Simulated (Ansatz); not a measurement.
**C₄H₁₄GaN₃: basis-set convergence**

One table from this session's results is given with a row withheld; the runs are named, their logs left out.

Method: one geometry, several basis sets; program: Ansatz 0.2.0, Gaussian basis.

The runs, in order: PBE0-D4/def2-SVP; ωB97M-V/def2-SVP; PBE0-D4/def2-QZVPP; ωB97M-V/def2-QZVPP; the functionals' def2-TZVPP values are taken from earlier runs.

### Structure used throughout

All runs share one geometry, relaxed beforehand with PBE0-D4 in a triple-zeta def2 set.

SMILES `C[N](C)[Ga]([NH2])[N](C)C`, 22 atoms, charge 0, spin multiplicity 1.

Atoms are counted from 1 here; the program's logs count them from 0.

Bond lengths: C1–N2 1.436 Å, C1–H9 1.102 Å, C1–H10 1.101 Å, C1–H11 1.092 Å, N2–C3 1.438 Å, N2–Ga4 1.823 Å, C3–H12 1.101 Å, C3–H13 1.092 Å, C3–H14 1.102 Å, Ga4–N5 1.826 Å, Ga4–N6 1.824 Å, N5–H15 1.006 Å, N5–H16 1.006 Å, N6–C7 1.437 Å, N6–C8 1.437 Å, C7–H17 1.101 Å, C7–H18 1.093 Å, C7–H19 1.101 Å and more. Angles: N2–C1–H9 112.1°, N2–C1–H10 111.5°, N2–C1–H11 111.2°, H9–C1–H10 106.8°, H9–C1–H11 107.8°, H10–C1–H11 107.2°, C1–N2–C3 113.1°, C1–N2–Ga4 124.9°, C3–N2–Ga4 121.9°, N2–C3–H12 111.6°, N2–C3–H13 110.9°, N2–C3–H14 112.0°, H12–C3–H13 107.3°, H12–C3–H14 106.9°, H13–C3–H14 107.9°, N2–Ga4–N5 118.1°, N2–Ga4–N6 121.8°, N5–Ga4–N6 120.0° and more.

The first run:

in.yaml reads:

```yaml
crystal:
  periodic: [false, false, false]
  atoms:
    - {symbol: C, position_ang: [1.773334, -1.220565, -0.970865]}
    - {symbol: N, position_ang: [0.911342, -0.120893, -1.304305]}
    - {symbol: C, position_ang: [1.257901, 0.511630, -2.548354]}
    - {symbol: Ga, position_ang: [-0.541008, 0.397519, -0.331236]}
    - {symbol: N, position_ang: [-1.791850, 1.450468, -1.144738]}
    - {symbol: N, position_ang: [-0.713729, -0.024625, 1.434797]}
    - {symbol: C, position_ang: [-1.973368, 0.043939, 2.123426]}
    - {symbol: C, position_ang: [0.378835, -0.383733, 2.296512]}
    - {symbol: H, position_ang: [2.814560, -0.897721, -0.811702]}
    - {symbol: H, position_ang: [1.792516, -1.975339, -1.772635]}
    - {symbol: H, position_ang: [1.437865, -1.723704, -0.062146]}
    - {symbol: H, position_ang: [2.287701, 0.901135, -2.531995]}
    - {symbol: H, position_ang: [0.595211, 1.354979, -2.755410]}
    - {symbol: H, position_ang: [1.192949, -0.185790, -3.398578]}
    - {symbol: H, position_ang: [-2.611210, 1.756434, -0.647508]}
    - {symbol: H, position_ang: [-1.990993, 1.345889, -2.125595]}
    - {symbol: H, position_ang: [-1.963813, 0.796245, 2.927830]}
    - {symbol: H, position_ang: [-2.782460, 0.303237, 1.436323]}
    - {symbol: H, position_ang: [-2.236702, -0.919055, 2.588091]}
    - {symbol: H, position_ang: [0.461953, 0.307647, 3.149627]}
    - {symbol: H, position_ang: [1.329636, -0.351906, 1.761622]}
    - {symbol: H, position_ang: [0.261830, -1.395789, 2.715538]}
basis:
  gaussian: {orbitals: def2-SVP}
hamiltonian: {xc: pbe0, dispersion: d4}
output: {orbitals: {seedname: orbitals}}
```

The run is started by

```bash
> ansatz run in.yaml --threads 4 --pin off --events-out ev --progress --plain --max-ram 66560MiB --backend cpu
```

Steps of the session up to this table: PBE0-D4 in def2-SVP; ωB97M-V in def2-SVP; PBE0-D4 in def2-QZVPP; ωB97M-V in def2-QZVPP.

One of the session's tables, all rows but one given; the rest of the session is left out.

It belongs to the step «Density functionals: the series». 

```
functional       basis  HOMO (eV)  LUMO (eV)
   PBE0-D4    def2-SVP          ?          ?
   PBE0-D4  def2-TZVPP      -5.70       0.33
   PBE0-D4  def2-QZVPP      -5.74       0.04
   ωB97M-V    def2-SVP      -7.84       2.33
   ωB97M-V  def2-TZVPP      -7.99       1.92
   ωB97M-V  def2-QZVPP      -8.02       1.35
```

Q: Estimate the row for PBE0-D4, def2-SVP from the others.

**Answer.** HOMO (eV): -5.56; LUMO (eV): 0.63. In the column «HOMO (eV)» it is the highest.
